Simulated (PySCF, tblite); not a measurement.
# C7H10SSi: geometry, infrared bands and NMR shifts

Wanted: the infrared bands and NMR shifts of C7H10SSi (`C#C[SiH2]/C(C=C)=C/SC`), by calculation.

Programs: tblite 0.8.0 and PySCF 2.14.0, with density-fitted response routines of our own. Each step states its level of theory. These are calculated values for one molecule in the gas phase, unless marked as measured. Atoms are numbered from 0 throughout.

## 1. The molecule as given

19 atoms, charge 0, multiplicity 1; geometry from: force field or distance geometry start.

Bonds of the start (Å): C0–C1 1.23, C1–Si2 1.79, Si2–C3 1.84, C3–C4 1.47, C4–C5 1.30, C3–C6 1.34, C6–S7 1.78, S7–C8 1.79, C0–H9 1.05, Si2–H10 1.49, Si2–H11 1.47, C4–H12 1.10, C5–H13 1.09, C5–H14 1.08, C6–H15 1.06, C8–H16 1.10, C8–H17 1.11, C8–H18 1.13.

## 2. Optimising the geometry with GFN2-xTB

Job settings and geometry (Å):

```
{"job": {"kind": "relax", "xc": "GFN2-xTB", "basis": "xTB"}, "charge": 0, "multiplicity": 1}
C      3.763200     0.079800     1.298300
C      2.887400     0.569600     0.578900
Si     1.633300     1.284900    -0.485900
C      0.138300     0.219900    -0.610700
C      0.207200    -1.244900    -0.675000
C      1.302600    -1.941300    -0.686400
C     -1.054600     0.822700    -0.613100
S     -2.541600    -0.156100    -0.712800
C     -3.799900     0.267600     0.483700
H      4.509400    -0.348000     1.908600
H      2.221700     1.284200    -1.851700
H      1.294000     2.668300    -0.111500
H     -0.749600    -1.778000    -0.736000
H      1.255500    -3.032700    -0.750400
H      2.289600    -1.511600    -0.623600
H     -1.109900     1.882200    -0.538600
H     -3.564300     1.213600     0.985100
H     -3.889600    -0.596100     1.181300
H     -4.802600     0.325200    -0.032300
```

The run is started by

```bash
OMP_NUM_THREADS=1 python probes_run.py task.json out
```

The driver reads the jobs from task.json and runs them one after another.

**Question.** This job is followed by: GFN2-xTB harmonic vibrations, gas phase; GIAO PBE0/pcSseg-1 NMR shielding, non-relativistic, gas phase. What will the session give for the following? strongest single infrared mode (GFN2-xTB); zero-point energy (GFN2-xTB); 13C shifts against TMS (PBE0/pcSseg-1); 1H shifts against TMS (PBE0/pcSseg-1, means over atoms taken as alike); 29Si shifts against TMS (PBE0/pcSseg-1); 33S shifts against CS2 (PBE0/pcSseg-1).

As calculated:

```
                                                              quantity                                              value
                             strongest single infrared mode (GFN2-xTB)                              2191 cm⁻¹, 380 km/mol
                                          zero-point energy (GFN2-xTB)                                      85.6 kcal/mol
                                13C shifts against TMS (PBE0/pcSseg-1)  154.3, 142.0, 131.7, 124.8, 105.0, 86.7, 21.5 ppm
1H shifts against TMS (PBE0/pcSseg-1, means over atoms taken as alike)       7.00, 6.17, 5.73, 5.64, 4.66, 2.33, 1.98 ppm
                               29Si shifts against TMS (PBE0/pcSseg-1)                                          -69.2 ppm
                                33S shifts against CS2 (PBE0/pcSseg-1)                                             34 ppm
```

**Reading.** Over 137 steps the energy fell by 0.692 eV; of the close pairs, C1–Si2 changed most, 1.794 to 1.852 Å. All 51 modes are real, so the xTB geometry is a minimum. The strongest single mode, at 2191 cm⁻¹, moves mainly H11. Unscaled tight-binding wavenumbers are off by several per cent, some by more. Its intensities can rank the bands wrongly. At PBE0/pcSseg-1: The largest span, 405 ppm, is at S7, where the paramagnetic term is -589 ppm.
